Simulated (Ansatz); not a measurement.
# Mn (sc type): how the settings move a single-point run

Aim: see which settings change the result for Mn (sc type), by how much, and at what cost.

Program: Ansatz 0.2.0. Level of theory: reference: DFT, LDA, PAW with Ansatz's default frozen-core files, scalar-relativistic. These are calculated values, not measurements.

1 further run of the same task is left out (it didn't finish). Runs told in other sessions of the task aren't counted.

### Step 1. The starting structure

Symmetry: Pm-3m, No. 221, cubic system. Conventional cell: a = 1.931 Å, b = 1.931 Å, c = 1.931 Å, α = 90.00°, β = 90.00°, γ = 90.00°. Mn (site symmetry m-3m) is surrounded by 6 Mn at 1.93 Å.

As a file:

```cif
data_structure
_symmetry_space_group_name_H-M 'Pm-3m'
_symmetry_Int_Tables_number 221
_cell_length_a 1.9310
_cell_length_b 1.9310
_cell_length_c 1.9310
_cell_angle_alpha 90.000
_cell_angle_beta 90.000
_cell_angle_gamma 90.000
_cell_volume 7.20
loop_
_atom_site_label
_atom_site_type_symbol
_atom_site_symmetry_multiplicity
_atom_site_Wyckoff_symbol
_atom_site_fract_x
_atom_site_fract_y
_atom_site_fract_z
_atom_site_occupancy
Mn1 Mn 1 a 0.00000 0.00000 0.00000 1
```

### Step 2. The reference run

Input file input.yaml:

```yaml
crystal:
  lattice:
    - [1.9310253257, 0.0, 0.0]
    - [0.0, 1.9310253257, 0.0]
    - [0.0, 0.0, 1.9310253257]
  atoms:
    - { symbol: Mn, position: [0.0, 0.0, 0.0], spin: 3.0 }
magnetization:
  spin_polarized: true
kpoints:
  mp_grid: { grid: [19, 19, 19] }
scf:
  occupations: { method: fermi_dirac, width: 0.1 }
hamiltonian:
  xc: lda
  pseudopotentials: { kind: paw }
output:
  forces: true
  stress: true
  eigenvalues: true
  populations: true
```

Run with:

```sh
$ ansatz run input.yaml --threads 1 --pin off --max-ram 3072MiB --backend cpu --events-out ev --progress --plain --runs-dir out
```

### Step 3. Changed: mixing.algorithm anderson, mixing.beta 0.5, mixing.ndim 2

input.yaml, as its differences from that of step 2:

```diff
@@ -13,2 +13,3 @@
   occupations: { method: fermi_dirac, width: 0.1 }
+  mixing: { algorithm: anderson, beta: 0.5, ndim: 2 }
 hamiltonian:
@@ -21 +22,5 @@
   populations: true
+  write_density: true
+  write_potential: true
+  elf: true
+  volumetric_format: npy
```

Q: Predict the outcome of this session. Wanted: for each run, ending; energy change; pressure; gap; force.

As calculated:

```
                                                         run     ending  energy change  pressure (GPa)  gap (eV)  force (eV/Å)  cycles   time
                                                   reference  converged              0           269.3      0.00          0.00      10  7.4 s
1: mixing.algorithm anderson, mixing.beta 0.5, mixing.ndim 2  converged   0.0 meV/atom           269.3      0.00          0.00      19   13 s
```

Times don't compare one to one where runs were asked for different outputs or read a saved state (see the inputs); cycles may leave out searches for a lower state.

Residual by cycle in the longest SCF loop of each run; runs are numbered as in the table. The quantity is the density residual dr2, in eV.

```
cycle  reference    run 1
    1       1.78     2.71
    3      0.896   0.0233
    4    0.00243    0.155
    6     1.6e-5   0.0246
    8     5.9e-9  0.00378
    9    8.5e-10   1.6e-4
   11          -   3.4e-4
   12          -   2.6e-4
   14          -   5.7e-6
   16          -   4.1e-9
   17          -   1.7e-9
   19          -  1.3e-10
```

What this shows: The changed mixing doesn't alter the result here (within 0.5 meV/atom). The structure is not at rest: the sound run finds 269 GPa, so these are no properties of the relaxed crystal. 
